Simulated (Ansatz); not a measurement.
# C12H13NSi: one species, many methods

One table from this session's results is given with a row withheld; the runs are named, their logs left out.

Computed with Ansatz 0.2.0, Gaussian basis. Level: functionals in def2-TZVPP, the program's frozen cores in correlated methods.

The runs, in order: LDA (SPW92), PBE-D4, revPBE-D4, BLYP-D4, r2SCAN-D4, B97M-V, PBE0-D4, B3LYP-D4, r2SCANh-D4, r2SCAN0-D4, HSE06-D4, BHLYP-D4, CAM-B3LYP-D4, LC-ωPBE, ωB97X-V, ωB97M-V, B2PLYP, PBE-QIDH; CCSD(T)/def2-SVP; CCSD(T)/def2-TZVPP; MP2/def2-QZVPP; extrapolation to the limit; RPA on PBE.

## The relaxed structure

All runs share one geometry, relaxed beforehand with PBE0-D4 in a triple-zeta def2 set.

SMILES `[SiH3]N(c1ccccc1)c1ccccc1`, 27 atoms, charge 0, spin multiplicity 1.

Atoms are counted from 1 here; the program's logs count them from 0.

Bond lengths: Si1–N2 1.744 Å, Si1–H15 1.480 Å, Si1–H16 1.485 Å, Si1–H17 1.490 Å, N2–C3 1.401 Å, N2–C9 1.419 Å, C3–C4 1.396 Å, C3–C8 1.397 Å, C4–C5 1.385 Å, C4–H18 1.085 Å, C5–C6 1.386 Å, C5–H19 1.084 Å, C6–C7 1.388 Å, C6–H20 1.083 Å, C7–C8 1.383 Å, C7–H21 1.084 Å, C8–H22 1.083 Å, C9–C10 1.393 Å and more. Angles: N2–Si1–H15 106.6°, N2–Si1–H16 109.8°, N2–Si1–H17 112.5°, H15–Si1–H16 111.2°, H15–Si1–H17 109.0°, H16–Si1–H17 107.9°, Si1–N2–C3 121.3°, Si1–N2–C9 119.7°, C3–N2–C9 118.7°, N2–C3–C4 120.4°, N2–C3–C8 121.2°, C4–C3–C8 118.4°, C3–C4–C5 120.7°, C3–C4–H18 120.2°, C5–C4–H18 119.1°, C4–C5–C6 120.6°, C4–C5–H19 119.2°, C6–C5–H19 120.2° and more.

As a file:

```csv
atom,x (Å),y (Å),z (Å)
Si1,-2.10641,-1.19886,1.13048
N2,-0.74308,-0.45706,0.33520
C3,-0.91218,0.62281,-0.54183
C4,-2.10602,1.34706,-0.54795
C5,-2.30142,2.38188,-1.44749
C6,-1.30920,2.72996,-2.34972
C7,-0.11710,2.01939,-2.34190
C8,0.08382,0.97639,-1.45595
C9,0.57456,-0.85798,0.67740
C10,1.45160,0.04849,1.26832
C11,2.73207,-0.34503,1.61529
C12,3.14992,-1.65001,1.39014
C13,2.27834,-2.55531,0.80617
C14,0.99969,-2.16004,0.44227
H15,-1.59888,-2.42556,1.78487
H16,-3.15664,-1.52002,0.13096
H17,-2.71297,-0.31356,2.16435
H18,-2.88746,1.11591,0.16870
H19,-3.23792,2.92783,-1.42995
H20,-1.46070,3.54416,-3.04782
H21,0.66989,2.27363,-3.04324
H22,1.01498,0.42428,-1.47175
H23,1.11808,1.06418,1.44750
H24,3.40542,0.36928,2.07534
H25,4.15097,-1.95776,1.66829
H26,2.59647,-3.57475,0.62006
H27,0.32246,-2.85960,-0.03412
```

Set-up of the first run:

in.yaml reads:

```yaml
crystal:
  periodic: [false, false, false]
  atoms:
    - {symbol: Si, position_ang: [-2.106406, -1.198863, 1.130479]}
    - {symbol: N, position_ang: [-0.743079, -0.457064, 0.335195]}
    - {symbol: C, position_ang: [-0.912184, 0.622813, -0.541826]}
    - {symbol: C, position_ang: [-2.106024, 1.347057, -0.547955]}
    - {symbol: C, position_ang: [-2.301419, 2.381878, -1.447494]}
    - {symbol: C, position_ang: [-1.309203, 2.729960, -2.349724]}
    - {symbol: C, position_ang: [-0.117103, 2.019387, -2.341903]}
    - {symbol: C, position_ang: [0.083816, 0.976391, -1.455951]}
    - {symbol: C, position_ang: [0.574565, -0.857983, 0.677402]}
    - {symbol: C, position_ang: [1.451603, 0.048492, 1.268324]}
    - {symbol: C, position_ang: [2.732070, -0.345031, 1.615290]}
    - {symbol: C, position_ang: [3.149917, -1.650014, 1.390141]}
    - {symbol: C, position_ang: [2.278338, -2.555308, 0.806174]}
    - {symbol: C, position_ang: [0.999693, -2.160039, 0.442274]}
    - {symbol: H, position_ang: [-1.598883, -2.425557, 1.784872]}
    - {symbol: H, position_ang: [-3.156635, -1.520017, 0.130959]}
    - {symbol: H, position_ang: [-2.712967, -0.313561, 2.164350]}
    - {symbol: H, position_ang: [-2.887457, 1.115913, 0.168697]}
    - {symbol: H, position_ang: [-3.237918, 2.927829, -1.429950]}
    - {symbol: H, position_ang: [-1.460697, 3.544162, -3.047824]}
    - {symbol: H, position_ang: [0.669888, 2.273625, -3.043241]}
    - {symbol: H, position_ang: [1.014980, 0.424282, -1.471751]}
    - {symbol: H, position_ang: [1.118079, 1.064181, 1.447496]}
    - {symbol: H, position_ang: [3.405423, 0.369285, 2.075336]}
    - {symbol: H, position_ang: [4.150975, -1.957761, 1.668294]}
    - {symbol: H, position_ang: [2.596466, -3.574752, 0.620057]}
    - {symbol: H, position_ang: [0.322463, -2.859602, -0.034121]}
basis:
  gaussian: {orbitals: def2-TZVPP}
hamiltonian: {xc: lda}
output: {orbitals: {seedname: orbitals}}
```

Command:

```
$ ansatz run in.yaml --threads 11 --pin off --events-out ev --progress --plain --max-ram 120832MiB --backend cuda --devices 0, --max-vram 75GiB
```

Steps of the session up to this table: LDA; PBE-D4 (GGA); revPBE-D4 (GGA); BLYP-D4 (GGA); r2SCAN-D4 (meta-GGA); B97M-V (meta-GGA); B3LYP-D4 (hybrid); r2SCANh-D4 (hybrid); r2SCAN0-D4 (hybrid); HSE06-D4 (hybrid); BHLYP-D4 (hybrid); CAM-B3LYP-D4 (range-separated); LC-ωPBE (range-separated); ωB97X-V (range-separated); ωB97M-V (range-separated); B2PLYP (double hybrid); PBE-QIDH (double hybrid).

One table of the session follows, with a row left open; its other results are not shown here.

It belongs to the step «Orbital energies across the functionals». 

| functional | HOMO (eV) | gap (eV) |
| --- | --- | --- |
| LDA (SPW92) | ? | ? |
| PBE-D4 | -4.98 | 3.56 |
| revPBE-D4 | -4.91 | 3.59 |
| BLYP-D4 | -4.80 | 3.55 |
| r2SCAN-D4 | -5.13 | 3.89 |
| B97M-V | -5.18 | 3.97 |
| PBE0-D4 | -5.93 | 5.40 |
| B3LYP-D4 | -5.73 | 5.03 |
| r2SCANh-D4 | -5.50 | 4.58 |
| r2SCAN0-D4 | -6.05 | 5.61 |
| HSE06-D4 | -5.55 | 4.65 |
| BHLYP-D4 | -6.74 | 7.22 |
| CAM-B3LYP-D4 | -7.08 | 7.62 |
| LC-ωPBE | -8.30 | 9.85 |
| ωB97X-V | -7.99 | 9.51 |
| ωB97M-V | -7.94 | 9.36 |

Estimate the missing values for LDA (SPW92).

As computed: HOMO (eV): -5.17; gap (eV): 3.49. In the column «HOMO (eV)» it lies between B97M-V (-5.18) and r2SCAN-D4 (-5.13).
